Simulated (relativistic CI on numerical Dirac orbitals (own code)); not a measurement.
# Au XLIII (Au⁴²⁺): levels and lines

What are the lowest levels and the strongest lines of Au⁴²⁺? One CI run answers it; further runs change one setting each.

Method: Dirac-Coulomb-Breit CI, KLI orbitals optimised for each configuration, model QED (radiative potential, 1s self-energy scaled to tabulated hydrogen-like ionisation energies). Code: relativistic CI on numerical Dirac orbitals (own code) version 4.

**1. What is computed**

```
ion                       : Au⁴²⁺ (Au XLIII)
nuclear charge            : 79
electrons                 : 37
isotope                   : A = 197
first configuration typed : [Kr] 4d
```

Outer shells as boxes (Hund's rule):

first configuration typed
```
[Kr] core
4d [↑ ][  ][  ][  ][  ]
```

**2. Base run**

Settings, as recorded:

```ini
atom Au  Z=79  charge=42  electrons=37
nucleus A=197  rms_radius_fm=5.4371
hamiltonian dirac-coulomb  breit=on  qed=on  c_scale=1
orbitals kli  potential=per-configuration
slater_scale 1
correlation none
mixing on
configurations
  [Kr] 4d
  [Kr] 4f
  [Ar] 3d10 4s2 4p5 4d2
  [Ar] 3d10 4s 4p6 4d2
  [Ar] 3d10 4s2 4p5 4d 4f
  [Ar] 3d10 4s 4p6 4d 4f
  [Kr] 5s
  [Kr] 5p
  [Kr] 5d
  [Ar] 3d10 4p6 4d2 4f
  [Ar] 3d10 4s2 4p5 4d 5s
  [Kr] 5f
  [Ar] 3d10 4s2 4p5 4d 5p
  [Ar] 3d10 4s 4p6 4f 5s
  [Kr] 5g
  [Ar] 3d10 4s 4p6 4d 5s
  [Ar] 3d10 4s2 4p5 4d 5d
  [Ar] 3d10 4p6 4d3
  [Ar] 3d10 4p5 4d4
  [Ar] 3d10 4p5 4d3 4f
  [Ar] 3d10 4p6 4d 4f2
  [Ar] 3d10 4p6 4f3
  [Ar] 3d10 4p5 4d2 4f2
  [Ar] 3d10 4p5 4d 4f3
  [Ar] 3d10 4p6 4f2 5s
  [Ar] 3d10 4s 4p6 4f2
  [Ar] 3d10 4s 4p5 4f3
  [Ar] 3d10 4s 4p6 4f 5p
  [Ar] 3d10 4s 4p5 4f2 5p
  [Ar] 3d10 4p6 4f2 5p
end
```

On the command line:

```
$ python run_levels.py task.json out
```

task.json lists these runs, among others, and the program works through them in turn.

**3. Without configuration mixing**

Settings: those of step 2 with these lines changed.

```diff
@@ -6,3 +6,3 @@
 correlation none
-mixing on
+mixing off
 configurations
```

**4. The first configuration alone**

Settings, as recorded:

```ini
atom Au  Z=79  charge=42  electrons=37
nucleus A=197  rms_radius_fm=5.4371
hamiltonian dirac-coulomb  breit=on  qed=on  c_scale=1
orbitals kli  potential=per-configuration
slater_scale 1
correlation none
mixing on
configurations
  [Kr] 4d
end
```

(Steps that only read results are left out.)

Q: Predict the outcome of this session. Wanted: lowest level; first excitation; lowest level of the other parity; fastest E1 line; ionisation energy.

As calculated:

| run | time | mean size of shift, levels followed (cm⁻¹) | lowest level | ionisation energy (eV) |
| --- | --- | --- | --- | --- |
| main run | 13 s | 0 | 4d 2D3/2 | 2025.9 |
| without configuration mixing | 12 s | 13307 | 4d 2D3/2 | - |
| the first configuration alone | 0.045 s | 169 | 4d 2D3/2 | - |

The tabulated theoretical ionisation energy (NIST) is 2026 eV.

```
                                                                         quantity                                        value
                                                                     lowest level                                     4d 2D3/2
                                                                 first excitation                        4d 2D5/2, 219891 cm⁻¹
                                                 lowest level of the other parity  4p5 4d2 [4p3/2^3 4d3/2^2] J=3/2°, 170.84 eV
                                                              levels in the model                                         8280
fastest E1 line (by rate) to the lowest level among the lowest 400 of 8280 levels                     1.339 nm, from 5f 2F°5/2
                                                                ionisation energy                                    2025.9 eV
                                  ionisation energy, tabulated theoretical (NIST)                                      2026 eV
```

What this shows: The lowest level is 4d 2D3/2, 100 % pure in LS and 100 % in jj coupling; over the low levels the means are 54 and 97 %, so jj coupling describes them better. The ionisation energy agrees with the tabulated theoretical value within its uncertainty of 4 eV. Of the changes tried, the run «without configuration mixing» moves the low levels most, by 13307 cm⁻¹ on average. Lifetimes count radiative decay inside the model alone.
